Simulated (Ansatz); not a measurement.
Co, a slab with vacuum:

```
Co
1.0
     2.47056    0.00000    0.00000
    -1.23528    2.13957    0.00000
     0.00000    0.00000   27.13235
Co
7
Direct
  0.33333 0.66667 0.27642
  0.00000 0.00000 0.35095
  0.66667 0.33333 0.42547
  0.00000 0.00000 0.50000
  0.33333 0.66667 0.57453
  0.00000 0.00000 0.64905
  0.66667 0.33333 0.72358
```

The slab is cut from a database's or a generator's crystal, which needn't be the stable form of the element.

The cell isn't the ideal one: the (0 0 1) slab of Co, cut from the database cell, not relaxed.

Base run:

| Quantity | Value |
| --- | --- |
| Program | Ansatz 0.2.0 |
| Functional | r2SCAN |
| Potentials or basis | Ansatz PAW |
| Cutoff | 500 eV |
| Density cutoff | 2000 eV |
| k mesh | 12 × 12 × 1 |
| Occupations | fermi-dirac, width 0.05 eV |
| Spin | collinear spin, ferromagnetic start |
| Starting moments | [2.0, 2.0, 2.0, 2.0, 2.0, 2.0, 2.0] μB |

Its results: band gap on the k mesh none (metal or under the smearing width); net moment 12.46 μB per cell; site moments Co +2.00, +1.90, +1.88 μB; largest force 0.496 eV/Å.

Q: The run is repeated on the same cell with these changes: functional from r2SCAN to revPBE; cutoff from 500 eV to 420 eV; density cutoff from 2000 eV to 1680 eV. What comes out?

A: Band gap on the k mesh none (metal or under the smearing width); net moment 11.95 μB per cell; site moments Co +1.84, +1.77, +1.75, +1.73 μB; largest force 0.377 eV/Å.

Caveats: the PAW data sets come from PBE, with cores solved anew for the run's functional, which leaves a small shift of forces and pressure; the magnetic or orbital state may not be the lowest (some runs); the potentials were made for another functional, which shifts forces and pressure (some runs).

Not every run made on this cell is shown here.
